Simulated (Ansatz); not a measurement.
# CuTe (CsCl type): one cell under locks on the spin (series 3), part 2 of 3

What does it cost to force the spins of CuTe (CsCl type) into other sizes and orders? Cell and atoms stay fixed. This structure was made by substitution into a known type, so it needn't be the compound's stable form.

Ansatz 0.2.0; DFT LDA+U (U_eff = 1 eV on Cu d), plane waves, PAW. Earlier steps stand in the parts before.

## Step 5: Site moments held (series factor 1.05; the input gives the size)

Input file input.yaml:

```yaml
crystal:
  lattice:
    - [3.47530364, 0.0, 3.47530364]
    - [0.0, 3.47530364, 3.47530364]
    - [0.0, 0.0, 6.95060728]
  atoms:
    - { symbol: Cu, position: [0.0, 0.0, 0.0], spin: 1.05 }
    - { symbol: Te, position: [0.5, 0.5, 0.75] }
    - { symbol: Cu, position: [0.0, 0.0, 0.5], spin: 1.05 }
    - { symbol: Te, position: [0.5, 0.5, 0.25] }
basis:
  ecutwfc: 420
  ecutrho_ratio: 4
kpoints:
  mp_grid: { grid: [6, 6, 6] }
hamiltonian:
  xc: lda
  hubbard:
    sites:
      - { site: 0, l: d, u_eff: 1.0, starting_ns: [{ spin: up, occupation_matrix: s0up }, { spin: down, occupation_matrix: s0down }] }
      - { site: 2, l: d, u_eff: 1.0, starting_ns: [{ spin: up, occupation_matrix: s2up }, { spin: down, occupation_matrix: s2down }] }
    occupation_matrices:
      s0up:
        matrix:
          - [0.97, 0.0, 0.0, 0.0, 0.0]
          - [0.0, 0.97, 0.0, 0.0, 0.0]
          - [0.0, 0.0, 0.97, 0.0, 0.0]
          - [0.0, 0.0, 0.0, 0.97, 0.0]
          - [0.0, 0.0, 0.0, 0.0, 0.97]
      s0down:
        matrix:
          - [0.97, 0.0, 0.0, 0.0, 0.0]
          - [0.0, 0.02, 0.0, 0.0, 0.0]
          - [0.0, 0.0, 0.97, 0.0, 0.0]
          - [0.0, 0.0, 0.0, 0.97, 0.0]
          - [0.0, 0.0, 0.0, 0.0, 0.97]
      s2up:
        matrix:
          - [0.97, 0.0, 0.0, 0.0, 0.0]
          - [0.0, 0.97, 0.0, 0.0, 0.0]
          - [0.0, 0.0, 0.97, 0.0, 0.0]
          - [0.0, 0.0, 0.0, 0.97, 0.0]
          - [0.0, 0.0, 0.0, 0.0, 0.97]
      s2down:
        matrix:
          - [0.97, 0.0, 0.0, 0.0, 0.0]
          - [0.0, 0.02, 0.0, 0.0, 0.0]
          - [0.0, 0.0, 0.97, 0.0, 0.0]
          - [0.0, 0.0, 0.0, 0.97, 0.0]
          - [0.0, 0.0, 0.0, 0.0, 0.97]
    ns_hold: { iters: 8 }
scf:
  occupations: { method: gaussian, width: 0.05 }
  lower_state_search: "off"
  max_iter: 150
output:
  forces: true
  stress: true
  eigenvalues: true
  populations: true
  hubbard: { sites: [{ site: 0, l: d }, { site: 2, l: d }] }
magnetization:
  spin_polarized: true
  spin_locking: { lock_spins: true }
```

The typed matrices put 0.97 on the chosen orbitals and 0.02 on the others, and are held for 8 cycles. The lock stays on to the end, so the result is a constrained state unless its moments die out.

Run with:

```console
ansatz run input.yaml --threads 2 --pin off --max-ram 3072MiB --backend cpu --events-out ev --progress --plain --runs-dir out
```

Standard output:

```text
Warning: crystal.symmetry: narrowed to the stabiliser of the occupation matrices — unitary ops 96 → 32; lowered by the specified shells (site 0, l: d), (site 2, l: d); largest admitted image defect 8.9e-16, smallest excluded 9.5e-1 — at a splitting's scale: the group the occupation matrices' own texture admits
Warning: output.stress: scf.convergence.dr2_threshold = 1e-7 eV (the SCF's general default) is looser than the 4e-10 eV advised for a printed stress (1e-10 eV for each atom of the cell: 4). What an SCF threshold leaves in a stress goes as its square root, and in the free energy as the threshold itself, and one threshold admits the most on a small cell: of the crystals measured, under no hybrid functional and no lock of the moments, on runs that ended without the residual-converged pass, on stresses that held no estimate of that error, the worst erred by over 100 MPa in a component at 1e-7 eV an atom and by under 5 at 1e-10. Set scf.convergence.dr2_threshold to 4e-10 eV or tighter. The threshold is an SCF's pass mark: one that does not reach it within its budget of iterations ends unconverged, or closes short of it on a stop that the run arms, and scf.convergence.dr2_threshold's page says what that costs each kind of run
Warning: output.stress: the lock of the moments that magnetization.spin_locking holds to the close lets an SCF meet its threshold on dr2 anywhere within the lock's freeze window, and the stress can move with the moments there: no threshold on dr2 bounds that. The window is the square root of the freeze energy over magnetization.spin_locking.lambda. Set magnetization.spin_locking.freeze_energy_tol to 1e-7 of magnetization.spin_locking.lambda or tighter (1e-7 eV at magnetization.spin_locking.lambda's default), and hold the SCF's own gates tight with it: the threshold on dr2 and, on a non-collinear run, whose gate on the magnetisation can be let go, scf.convergence.magnetization_residual_energy_tol, under 2e-7 eV over the cell's volume in cubic angstroms (a run under these bars is not thereby shown to hold its stress)
Warning: RAYON_NUM_THREADS=2 ignored (pool sized by the plan → 2); use --threads N
Cu: projections on atomic orbitals take those of the free atom [Ne] 3s2 3p6 3d10 4s1, of charge +0.00 (hamiltonian.pseudopotentials.projection_atoms); the dataset's partial waves leave at most 2.0e-6 of an orbital's norm unspanned inside its sphere
Te: projections on atomic orbitals take those of the free atom [Kr] 4d10 5s2 5p4, of charge +0.00 (hamiltonian.pseudopotentials.projection_atoms); the dataset's partial waves leave at most 7.8e-6 of an orbital's norm unspanned inside its sphere
Engine: ansatz 0.2.0, x86_64-unknown-linux-gnu
Pseudopotentials: kind: paw
Pseudopotential: Cu, paw, valence charge 19, recommended cutoff 420 eV (normal), Cu.paw.azcp
Pseudopotential: Te, paw, valence charge 16, recommended cutoff 420 eV (normal), Te.paw.azcp
Functional definition: SPW92
  exchange = slater_x
  correlation = pw_c
Crystal: 4 atoms, lattice volume = 83.948 Å³
Basis set: ecut = 420 eV, 1639 PW (Γ)
Bands: 44, of which v1, the nominal top of the filled ones, is band 35 counted from 1 (34 counted from 0)
Symmetry: 32 space group operations
k-points: 30 of 216
Non-local potential: Cu, projectors of the file, l = 0: 3, l = 1: 2, l = 2: 3, l = 3: 1
Non-local potential: Te, projectors of the file, l = 0: 2, l = 1: 2, l = 2: 2, l = 3: 2
PAW form: soft (Blöchl's): semilocal exchange-correlation on the pseudo side does not see the compensation charge
PAW frozen core: Cu, regenerated for the run's functional, and the local potential with it (the file was generated under x = pbe(κ = 0.804, μ = 0.2195149727645171), c = pbe(β = 0.06672455060314922))
PAW frozen core: Te, regenerated for the run's functional, and the local potential with it (the file was generated under x = pbe(κ = 0.804, μ = 0.2195149727645171), c = pbe(β = 0.06672455060314922))
PAW one-centre angular grid: Cu, 590 points (default); XC on 64 Gauss nodes
PAW one-centre angular grid: Te, 590 points (default); XC on 64 Gauss nodes
Initial density: superposition of atomic densities (chi_scale 0.1, normalization cell)
Starting moments: Σ|m| = 2.1 μB on 2 of 4 sites
Initial wavefunctions: pseudopotential atomic-orbital guess
Functional: x = slater, c = lda
SCF iter   1: F=-26749.280910 eV  HF=-26763.797992 eV  |F-HF|=1.45e1  |Δ(HF+E_count)|=         —  Δρ=1.09e-1 (↑1.09e-1 ↓4.96e-2)  dr2=1.57e1  dr2_m=7.97e-1  M=1.278 μB ∫|m|=1.303 μB  β_m=0.30  ethr=3.10e-3  ⟨swp⟩=8.3  Hψ=10560  notcnv=0  defer=6
preconditioner: auto → Kerker (q_TF=auto, 2.647 Å⁻¹)  [metal: Δε(μ)=0.024 eV  Ē_g=8.212 eV  σ=0.050 eV  W_gap=0.27  n_scr=26 (ndim 8)  ℏωp=23.6 eV  f_vac=0.000  D(μ)=1.56/eV (n_scr^D=14)]
spin=Collinear: Kerker preconditioning applied to the charge; magnetization (m = ρ↑ − ρ↓) channel mixes plain (no charge-response kernel on spin).
SCF iter   2: F=-26760.561691 eV  HF=-26762.419282 eV  |F-HF|=1.86e0  |Δ(HF+E_count)|=    1.38e0  Δρ=7.67e-2 (↑3.55e-2 ↓7.67e-2)  dr2=7.44e-1  dr2_m=2.33e0  M=0.462 μB ∫|m|=0.462 μB  β_m=0.29  ethr=3.10e-3  ⟨swp⟩=2.4  Hψ=5634  notcnv=0  defer=177
SCF iter   3: F=-26761.288469 eV  HF=-26761.978153 eV  |F-HF|=6.90e-1  |Δ(HF+E_count)|=   4.41e-1  Δρ=3.79e-2 (↑3.79e-2 ↓1.02e-2)  dr2=9.12e-1  dr2_m=3.96e-1  M=1.246 μB ∫|m|=1.246 μB  β_m=0.38  ethr=1.06e-3  ⟨swp⟩=2.1  Hψ=5501  notcnv=0  defer=209
SCF iter   4: F=-26761.823987 eV  HF=-26761.937518 eV  |F-HF|=1.14e-1  |Δ(HF+E_count)|=   4.06e-2  Δρ=1.90e-2 (↑1.90e-2 ↓9.99e-3)  dr2=1.57e-1  dr2_m=1.51e-1  M=1.247 μB ∫|m|=1.247 μB  β_m=0.42  ethr=1.06e-3  ⟨swp⟩=2.0  Hψ=3060  notcnv=0  defer=213
SCF iter   5: F=-26762.062506 eV  HF=-26762.060367 eV  |F-HF|=2.14e-3  |Δ(HF+E_count)|=   1.23e-1  Δρ=9.59e-3 (↑3.99e-3 ↓9.59e-3)  dr2=1.54e-2  dr2_m=3.23e-2  M=1.268 μB ∫|m|=1.268 μB  β_m=0.71  ethr=2.24e-4  ⟨swp⟩=2.5  Hψ=3847  notcnv=0  defer=211
SCF iter   6: F=-26762.107016 eV  HF=-26762.121475 eV  |F-HF|=1.45e-2  |Δ(HF+E_count)|=   6.11e-2  Δρ=5.12e-3 (↑7.70e-4 ↓5.12e-3)  dr2=1.50e-2  dr2_m=4.28e-3  M=1.280 μB ∫|m|=1.280 μB  β_m=0.66  ethr=2.20e-5  ⟨swp⟩=2.0  Hψ=3935  notcnv=0  defer=211
SCF iter   7: F=-26762.134431 eV  HF=-26762.134363 eV  |F-HF|=6.77e-5  |Δ(HF+E_count)|=   1.29e-2  Δρ=2.90e-4 (↑1.92e-4 ↓2.90e-4)  dr2=4.22e-5  dr2_m=2.94e-5  M=1.321 μB ∫|m|=1.321 μB  β_m=0.75  ethr=2.14e-5  ⟨swp⟩=2.0  Hψ=3014  notcnv=0  defer=211
SCF iter   8: F=-26762.128531 eV  HF=-26762.128530 eV  |F-HF|=1.48e-6  |Δ(HF+E_count)|=   5.83e-3  Δρ=1.36e-4 (↑1.36e-4 ↓9.90e-5)  dr2=1.03e-5  dr2_m=8.38e-6  M=1.316 μB ∫|m|=1.316 μB  β_m=0.87  ethr=6.03e-8  ⟨swp⟩=2.1  Hψ=3873  notcnv=0  defer=211
SCF iter   9: F=-26762.129257 eV  HF=-26762.129262 eV  |F-HF|=4.70e-6  |Δ(HF+E_count)|=   7.33e-4  Δρ=6.49e-5 (↑1.95e-5 ↓6.49e-5)  dr2=4.86e-6  dr2_m=4.28e-7  M=1.316 μB ∫|m|=1.316 μB  β_m=0.87  ethr=1.47e-8  ⟨swp⟩=2.0  Hψ=3418  notcnv=0  defer=211
Mixer restart at iter 9: flushing history
[... 10 lines left out ...]
Constraint outer step 1 at iter 19: max|Δm| = 6.00e-1 μB  λ_eff = 1.000 eV/μB²  [c0 t0: gradient δμ = -1.199e0 eV/μB]
[... 11 lines left out ...]
Constraint outer step 2 at iter 29: max|Δm| = 3.92e-1 μB  λ_eff = 1.000 eV/μB²  [c0 t0: secant δμ = -2.261e0 eV/μB]
[... 7 lines left out ...]
Constraint outer step 3 at iter 35: max|Δm| = 1.30e-1 μB  λ_eff = 1.000 eV/μB²  [c0 t0: secant δμ = +5.631e-1 eV/μB]
[... 9 lines left out ...]
Constraint outer step 4 at iter 43: max|Δm| = 1.95e-2 μB  λ_eff = 1.000 eV/μB²  [c0 t0: secant δμ = +9.971e-2 eV/μB]
[... 1 line left out ...]
SCF iter  44: F=-26760.391390 eV  HF=-26760.406697 eV  |F-HF|=1.53e-2  |Δ(HF+E_count)|=         —  Δρ=6.04e-3 (↑9.68e-4 ↓6.04e-3)  dr2=1.83e-2  dr2_m=8.55e-3  M=2.372 μB ∫|m|=2.372 μB  β_m=0.71  ethr=4.85e-9  ⟨swp⟩=4.1  Hψ=6381  notcnv=0  defer=222
SCF iter  45: F=-26760.485446 eV  HF=-26760.641588 eV  |F-HF|=1.56e-1  |Δ(HF+E_count)|=   2.35e-1  Δρ=1.40e-2 (↑2.15e-3 ↓1.40e-2)  dr2=1.41e-1  dr2_m=2.92e-2  M=2.540 μB ∫|m|=2.541 μB  β_m=0.45  ethr=2.62e-5  ⟨swp⟩=2.0  Hψ=4973  notcnv=0  defer=225  recentre
SCF iter  46: F=-26760.496002 eV  HF=-26760.497569 eV  |F-HF|=1.57e-3  |Δ(HF+E_count)|=   1.44e-1  Δρ=1.48e-3 (↑1.74e-4 ↓1.48e-3)  dr2=1.56e-3  dr2_m=3.92e-4  M=2.439 μB ∫|m|=2.440 μB  β_m=0.44  ethr=2.62e-5  ⟨swp⟩=2.0  Hψ=5392  notcnv=0  defer=225
SCF iter  47: F=-26760.513094 eV  HF=-26760.513087 eV  |F-HF|=7.47e-6  |Δ(HF+E_count)|=   1.55e-2  Δρ=1.18e-4 (↑1.06e-4 ↓1.18e-4)  dr2=7.07e-6  dr2_m=8.69e-6  M=2.455 μB ∫|m|=2.456 μB  β_m=0.72  ethr=2.23e-6  ⟨swp⟩=1.5  Hψ=2558  notcnv=0  defer=225
SCF iter  48: F=-26760.510790 eV  HF=-26760.510811 eV  |F-HF|=2.13e-5  |Δ(HF+E_count)|=   2.28e-3  Δρ=1.55e-4 (↑3.29e-5 ↓1.55e-4)  dr2=2.35e-5  dr2_m=2.91e-6  M=2.459 μB ∫|m|=2.460 μB  β_m=0.72  ethr=1.01e-8  ⟨swp⟩=2.9  Hψ=5053  notcnv=0  defer=225
SCF iter  49: F=-26760.511185 eV  HF=-26760.511186 eV  |F-HF|=1.89e-6  |Δ(HF+E_count)|=   3.75e-4  Δρ=4.63e-5 (↑1.02e-5 ↓4.63e-5)  dr2=1.97e-6  dr2_m=2.92e-7  M=2.459 μB ∫|m|=2.459 μB  β_m=0.73  ethr=1.01e-8  ⟨swp⟩=2.0  Hψ=2977  notcnv=0  defer=225
SCF iter  50: F=-26760.510864 eV  HF=-26760.510864 eV  |F-HF|=4.98e-8  |Δ(HF+E_count)|=   3.22e-4  Δρ=1.26e-5 (↑1.37e-6 ↓1.26e-5)  dr2=8.78e-8  dr2_m=3.04e-8  M=2.458 μB ∫|m|=2.458 μB  β_m=0.86  ethr=1.43e-10  ⟨swp⟩=9.3  Hψ=10834  notcnv=0
iter 51 did not close the SCF: its close was put off for a magnetic moment that had not settled (scf_convergence_deferred on its scf_iter line)
SCF iter  51: F=-26760.510917 eV  HF=-26760.510917 eV  |F-HF|=1.26e-8  |Δ(HF+E_count)|=   5.25e-5  Δρ=5.65e-6 (↑6.90e-7 ↓5.65e-6)  dr2=1.75e-8  dr2_m=6.85e-9  M=2.458 μB ∫|m|=2.458 μB  β_m=0.87  ethr=1.25e-10  ⟨swp⟩=2.0  Hψ=7387  notcnv=0
SCF iter  52: F=-26760.510986 eV  HF=-26760.510986 eV  |F-HF|=3.09e-10  |Δ(HF+E_count)|=   6.95e-5  Δρ=1.01e-6 (↑3.16e-7 ↓1.01e-6)  dr2=4.68e-10  dr2_m=2.83e-10  M=2.458 μB ∫|m|=2.459 μB  ethr=2.49e-11  ⟨swp⟩=2.0  Hψ=6333  notcnv=0
WARN: hamiltonian.hubbard: on 2 of 4 specified blocks the occupation matrix of this SCF's result fails the test of the specified filling. At site 0 ↓ (sites count from 0 in the list of atoms of the cell that this SCF solves) the least filled combination of the orbitals specified full has occupation 0.863, and the fullest combination of the orbitals specified empty has occupation 0.863; the filling counts as kept where the first is at least 0.75 and exceeds the second by more than 0.25. The same holds at site 2 ↓. The state of this SCF's result may not hold the specified filling, though these bounds can also misjudge a state that does. This warning does not say which state is lower in energy, or whether the specified filling is a self-consistent state at all; see hamiltonian.hubbard.sites[].starting_ns, Limitations, and scf.initial_density.shell_occupations in the input reference
SCF 1 converged in 52 iterations: F = -26760.510986 eV  dr2 = 4.68e-10
this state was not tested for a lower state beside it, because a magnetisation constraint still acts at the end of the SCF (magnetization_constraint; see scf.lower_state_search)
SCF converged after 52 iterations
Magnetization: 2.4584 μB (36.2292 up, 33.7708 down)
Absolute magnetization: 2.4585 μB (∫|ρ↑−ρ↓|, with the PAW one-centre terms)
Spin contamination: 0.2379 ħ² per cell (⟨S²⟩ above its minimum at these occupations)
Per-site moments (μB) at R_I (Å): [(1.0503018298100923, 1.2415017607181187), (0.02969587952849212, 1.2415017607181187), (1.0503018298100923, 1.2415017607181187), (0.02969587952849212, 1.2415017607181187)]
--- Magnetisation constraints (ε_frz = 1.0e-4 eV) ---
  site  kind      target   achieved (μB)  |Δ|max (μB)  g (eV/μB)  λ_eff  esc  ok   flags
  0     per_site  +1.0500  +1.0503        3.02e-4      -2.80e0    1.000  0    yes
  2     per_site  +1.0500  +1.0503        3.02e-4      -2.80e0    1.000  0    yes
Free energy (F): -26760.510986 eV
Harris-Foulkes:  -26760.510986 eV  (|F-HF|=3.09e-10)
Internal energy: -26760.505952 eV  (E = F + TS)
E sigma→0 (E₀):  -26760.508469 eV
Entropy (-TS):   -0.005034 eV (-1.259 meV/atom)
Fermi energy:    12.274760 eV
--- Per-component energies (eV) ---
  E_band       = -1354.266364
  E_kinetic    = 959.354499
  E_local      = -11619.077695  (includes V_loc(G=0)·N_el)
  E_nonlocal   = 172.711550
  E_hartree    = 5621.344666
  E_xc         = -423.223831
  E_vxc        = -437.266503  (∫ρ·V_xc dr)
  E_hubbard    = 0.418156  (on-site DFT+U / exact-exchange correction)
  E_vhub       = -8.687724  (the Hubbard potential's part of the band-sum identity)
  E_paw        = -12200.528580  (= ΣΔE_a)
  E_vpaw       = -1658.110945  (= ΣTr[D̂ρ^β])
  E_aug_tail   = 0.000040  (compensation charges beyond the density's cutoff)
  E_constr_dc  = -5.875919  (∫m·b dr)
  E_ewald      = -9273.761462
  E_core_change = 2.256643  (= ΣΔE_core)
  E_smearing   = -0.005034  (= −TS)
  E_closure    = 0.000060  (closes the sum)
  E_penalty    = -0.001749  (constraint; not in F)
  Σ components = -26760.510986   (vs F -26760.510986, Δ=0.00e0)
--- Specified on-site occupations, and those of the state reported ---
  electrons in the specified blocks: 17.5000 specified, 19.0481 found
  site 2 (l=d) ↓: largest change of an orbital's occupation 0.8428; electrons 3.9000 specified, 4.5383 found; spectral distance 0.8563
  site 0 (l=d) ↓: largest change of an orbital's occupation 0.8428; electrons 3.9000 specified, 4.5383 found; spectral distance 0.8563
  site 2 (l=d) ↑: largest change of an orbital's occupation 0.0286; electrons 4.8500 specified, 4.9857 found; spectral distance 0.0608
  site 0 (l=d) ↑: largest change of an orbital's occupation 0.0286; electrons 4.8500 specified, 4.9857 found; spectral distance 0.0608
--- Forces (eV/Å), atoms counted from 1 ---
  atom   1  Cu    -0.00000000    -0.00000000     0.00000000
  atom   2  Te    -0.00000000     0.00000000     0.00000000
  atom   3  Cu    -0.00000000     0.00000000    -0.00000000
  atom   4  Te    -0.00000000     0.00000000     0.00000000
  max |Σ_I F_I| component: 3.25e-27 eV/Å
--- Stress (GPa, compression-positive) ---
       -7.455927       0.000000       0.000000
        0.000000      -7.455926       0.000000
       -0.000000       0.000000      -7.455927
  P = ⅓ Tr σ = -7.4559 GPa (-74.559 kbar)
--- Band table (eV; the first three rows and the last of 60) ---
  k-point 0 ↑: bands = ["-103.8660", "-103.8659", "-61.6578", "-61.6578", "-61.6578", "-61.6571", "-61.6571", "-61.6571", "-25.0017", "-25.0017", "-24.9892", "-24.9892", "-24.9892", "-24.9773", "-24.9773", "-24.9773", "-24.9658", "-24.9658", "-1.5872", "2.4921", "4.3519", "4.3519", "4.3519", "4.7758", "4.7758", "4.9496", "4.9496", "4.9496", "5.2212", "5.2212", "9.4986", "9.4986", "9.4986", "10.9945", "11.0052", "11.0052", "11.0052", "11.2231", "12.0657", "12.0657", "12.0657", "16.9871", "16.9871", "22.0031"]
  k-point 1 ↑: bands = ["-103.8660", "-103.8659", "-61.6577", "-61.6577", "-61.6577", "-61.6572", "-61.6572", "-61.6572", "-24.9993", "-24.9993", "-24.9885", "-24.9884", "-24.9884", "-24.9781", "-24.9781", "-24.9781", "-24.9682", "-24.9682", "-1.3717", "2.0259", "4.4066", "4.4066", "4.7288", "4.7913", "4.7913", "4.9115", "4.9290", "4.9290", "5.1860", "5.1860", "8.4156", "9.2283", "9.2811", "9.2811", "10.5985", "10.5985", "10.9833", "12.7557", "12.7557", "13.3227", "14.4359", "17.8174", "17.8174", "20.1121"]
  k-point 2 ↑: bands = ["-103.8660", "-103.8659", "-61.6576", "-61.6576", "-61.6576", "-61.6573", "-61.6573", "-61.6573", "-24.9927", "-24.9927", "-24.9863", "-24.9861", "-24.9861", "-24.9802", "-24.9802", "-24.9802", "-24.9748", "-24.9748", "-0.7585", "1.1339", "4.5448", "4.5448", "4.8087", "4.8087", "4.8507", "4.8967", "4.8967", "5.0615", "5.0916", "5.0916", "7.3539", "8.0625", "9.0896", "9.0896", "9.8453", "9.8453", "12.0038", "14.3591", "14.3591", "15.4373", "17.7319", "17.8226", "18.8155", "18.8155"]
  k-point 29 ↓: bands = ["-97.4535", "-97.4535", "-55.2596", "-55.2595", "-55.2593", "-55.2588", "-55.2585", "-55.2585", "-24.9921", "-24.9864", "-24.9812", "-24.9780", "-24.9763", "-24.9761", "-24.9746", "-24.9717", "-24.9717", "-24.9656", "0.5089", "1.0358", "6.1686", "6.9593", "8.4481", "10.0715", "10.7376", "10.7627", "10.8267", "11.0334", "11.2496", "11.3589", "11.4648", "11.4848", "11.6389", "12.4627", "13.6800", "13.8822", "13.9404", "16.0970", "18.4035", "19.5010", "20.1155", "20.5446", "20.8432", "20.9037"]
Occupation matrices written to <dir>
--- Löwdin populations: 4 sites ---
  site symbol       q [e]    m [muB]
     0     Cu     18.5217     0.9232
     1     Te     16.2303     0.1833
     2     Cu     18.5217     0.9232
     3     Te     16.2303     0.1833
  spilling = 0.007086 (of n_electrons = 70.000000)
--- Occupation matrices: 2 shells (run DFT+U table (all-electron-ortho-atomic); ε = 6.58e-4) ---
  Cu0 d_3D: site group Oh (m-3m)
  Cu0 d_3D up     Tr n = 4.9857  λ = 0.996 0.996 0.996 0.999 0.999  [3× xz 0.33 (T2g 1.00) T2g(1.00) | 2× z2 0.50 (Eg 1.00) Eg(1.00)]
  Cu0 d_3D dn     Tr n = 4.5383  λ = 0.863 0.863 0.863 0.975 0.975  [3× xz 0.33 (T2g 1.00) T2g(1.00) | 2× z2 0.50 (Eg 1.00) Eg(1.00)]
  specified occupation → Cu0 d_3D up: matrix, ‖Δ‖_F = 0.0608, Tr Δ = -0.1357, displaced = 0.0679, d_λ = 0.0608; orbital distance = 0.0000
  specified occupation → Cu0 d_3D dn: matrix, ‖Δ‖_F = 0.8563, Tr Δ = -0.6383, displaced = 0.5336, d_λ = 0.8563; orbital distance = 0.8165
  Cu2 d_3D: site group Oh (m-3m)
  Cu2 d_3D up     Tr n = 4.9857  λ = 0.996 0.996 0.996 0.999 0.999  [3× xz 0.33 (T2g 1.00) T2g(1.00) | 2× z2 0.50 (Eg 1.00) Eg(1.00)]
  Cu2 d_3D dn     Tr n = 4.5383  λ = 0.863 0.863 0.863 0.975 0.975  [3× xz 0.33 (T2g 1.00) T2g(1.00) | 2× z2 0.50 (Eg 1.00) Eg(1.00)]
  specified occupation → Cu2 d_3D up: matrix, ‖Δ‖_F = 0.0608, Tr Δ = -0.1357, displaced = 0.0679, d_λ = 0.0608; orbital distance = 0.0000
  specified occupation → Cu2 d_3D dn: matrix, ‖Δ‖_F = 0.8563, Tr Δ = -0.6383, displaced = 0.5336, d_λ = 0.8563; orbital distance = 0.8165
  Tr n, λ and their labels are of the run-group-symmetrised matrices; stabiliser: 96 of 192 elements of G0×{1,Θ} (closed), max defect 2.5e-10 at τ = 1.4e-4
```

It took 21 s on 2 threads of Intel Xeon Platinum 8488C (Sapphire Rapids), shared host; peak memory 0.59 GiB.

Result: no gap, pressure -7.5 GPa, moments in spheres Cu 1.05 μB, largest force component 0.00 eV/Å, 32 symmetry operations imposed. The program reports that the typed filling wasn't kept.

How the shells are filled (orbitals counted by the eigenvalues of the occupation matrices):

```
         shell  channel  electrons  over 0.8  0.2 to 0.8  under 0.2
Cu 3d (atom 1)       up       4.99         5           0          0
Cu 3d (atom 1)     down       4.54         5           0          0
```

(Part 2 of 3 ends here.)
